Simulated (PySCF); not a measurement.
# C9H6: the cost of one run

Programs: PySCF 2.14.0, with routines of our own; each step states its level. All values are computed. Atoms count from 0.

## 1. The starting structure

15 atoms, charge 0, multiplicity 1; geometry from: GFN2-xTB.

## 2. Magnetic properties: GIAO PBE0/pcSseg-1

The job: settings as JSON, then the geometry in Å.

```
{"job": {"kind": "mag", "xc": "PBE0", "basis": "pcSseg-1", "isotopologues": 0}, "charge": 0, "multiplicity": 1}
C      5.427403    -1.790771    -0.047126
C      4.306494    -1.344515    -0.014025
C      3.055611    -0.838677     0.022299
C      1.930911    -0.373955     0.054574
C      0.688536     0.145996     0.089720
C     -0.420452     0.633477     0.120029
C     -1.727301     1.189681     0.156217
C     -2.788774     0.529789     1.002385
C     -2.869167     0.439919    -0.485742
H      6.400930    -2.177674    -0.075989
H     -1.743173     2.272852     0.092154
H     -3.485795     1.169407     1.522438
H     -2.511840    -0.357092     1.552277
H     -2.646346    -0.507931    -0.952140
H     -3.621451     1.017482    -1.001431
```

With the program's defaults for keys left out, this is: GIAO PBE0/pcSseg-1 magnetisability, rotational g tensor and spin-rotation constants, non-relativistic, gas phase.

Run with:

```
$ OMP_NUM_THREADS=1 python excited_run.py task.json out
```

This one command runs all jobs of the session in turn.

**Question.** How long does this first job take on 1 thread of Arm Neoverse N1, shared host, and how much memory does it need?

About 48 s, with a peak of 0.8 GiB.
